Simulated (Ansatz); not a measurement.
# Si16Ge: the cost of one run

All numbers below are computed with Ansatz 0.2.0 (DFT PBE+D3(BJ), plane waves, PAW, scalar-relativistic, no spin polarisation).

## 1. The structure to begin with

The cell holds 17 atoms (GeSi16): a = 7.679 Å, b = 7.679 Å, c = 7.679 Å, α = 60.00°, β = 60.00°, γ = 60.00°.

Coordinates:

```
Si Ge
1.0
     0.00000    5.43000    5.43000
     5.43000    0.00000    5.43000
     5.43000    5.43000    0.00000
Si Ge
16 1
Direct
  0.00000 0.00000 0.00000
  0.12500 0.12500 0.12500
  0.00000 0.00000 0.50000
  0.12500 0.12500 0.62500
  0.00000 0.50000 0.00000
  0.12500 0.62500 0.12500
  0.00000 0.50000 0.50000
  0.12500 0.62500 0.62500
  0.50000 0.00000 0.00000
  0.62500 0.12500 0.12500
  0.50000 0.00000 0.50000
  0.62500 0.12500 0.62500
  0.50000 0.50000 0.00000
  0.62500 0.62500 0.12500
  0.50000 0.50000 0.50000
  0.62500 0.62500 0.62500
  0.81669 0.81380 0.30828
```

## 2. Relaxing end A

File input.yaml:

```yaml
crystal:
  lattice:
    - [0.0, 5.43, 5.43]
    - [5.43, 0.0, 5.43]
    - [5.43, 5.43, 0.0]
  atoms:
    - { symbol: Si, position: [0.0, 0.0, 0.0] }
    - { symbol: Si, position: [0.125, 0.125, 0.125] }
    - { symbol: Si, position: [0.0, 0.0, 0.5] }
    - { symbol: Si, position: [0.125, 0.125, 0.625] }
    - { symbol: Si, position: [0.0, 0.5, 0.0] }
    - { symbol: Si, position: [0.125, 0.625, 0.125] }
    - { symbol: Si, position: [0.0, 0.5, 0.5] }
    - { symbol: Si, position: [0.125, 0.625, 0.625] }
    - { symbol: Si, position: [0.5, 0.0, 0.0] }
    - { symbol: Si, position: [0.625, 0.125, 0.125] }
    - { symbol: Si, position: [0.5, 0.0, 0.5] }
    - { symbol: Si, position: [0.625, 0.125, 0.625] }
    - { symbol: Si, position: [0.5, 0.5, 0.0] }
    - { symbol: Si, position: [0.625, 0.625, 0.125] }
    - { symbol: Si, position: [0.5, 0.5, 0.5] }
    - { symbol: Si, position: [0.625, 0.625, 0.625] }
    - { symbol: Ge, position: [0.8166941, 0.8137988, 0.3082785] }
basis:
  ecutwfc: 420.0
kpoints:
  mp_grid: { grid: [2, 2, 2] }
hamiltonian:
  xc: pbe
  dispersion: d3bj
  pseudopotentials: { kind: paw, azcp: { folder: soft_1 } }
scf:
  occupations: { method: fermi_dirac, width: 0.02 }
  lower_state_search: "off"
relax:
  f_tol: 0.03
  max_steps: 60
  adjacent_minimum: "off"
output:
  write_density: true
  write_potential: true
  elf: true
  volumetric_format: npy
```

On the command line:

```bash
> ansatz run input.yaml --threads 1 --pin off --max-ram 3072MiB --backend cpu --events-out ev --progress --plain --runs-dir out
```

**Question.** How long does this run take on 1 thread of Intel Xeon 6975P-C (Granite Rapids), shared host, and how much memory does it need?

About 22 s, with a peak of 0.59 GiB.
